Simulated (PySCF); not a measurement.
F2AlBr, in a box:

```
CELL_PARAMETERS angstrom
12.00000 0.00000 0.00000
0.00000 12.00000 0.00000
0.00000 0.00000 12.00000
ATOMIC_POSITIONS crystal
F 0.60492 0.57615 0.59385
Al 0.52177 0.51807 0.50331
F 0.53180 0.38429 0.48129
Br 0.39725 0.61921 0.41181
```

Base run:

```yaml
Program: PySCF 2.14.0
Functional: PBE
Potentials_or_basis: def2-svp (all-electron)
k_mesh: 1 × 1 × 1
Occupations: fixed
Spin: no spin polarisation
```

Its results: gap between the frontier levels 5.61 eV.

Q: After a change of settings the same cell gave: gap between the frontier levels 7.89 eV. Which change was it?
A. functional from PBE to PBEsol0
B. functional from PBE to AM05; dispersion from none to D4
C. functional from PBE to r2SCAN0; dispersion from none to D4
D. functional from PBE to M06-L; dispersion from none to D4

A: A.

PBEsol0 gives the wider gap, since exact exchange removes part of the self-interaction.

Caveats: this is a molecule in a periodic box at the Γ point, so its band gap is the HOMO-LUMO gap; relativity is left out, which matters for the heavier elements; the basis of atomic orbitals isn't converged, which shifts pressures, moduli and gaps.
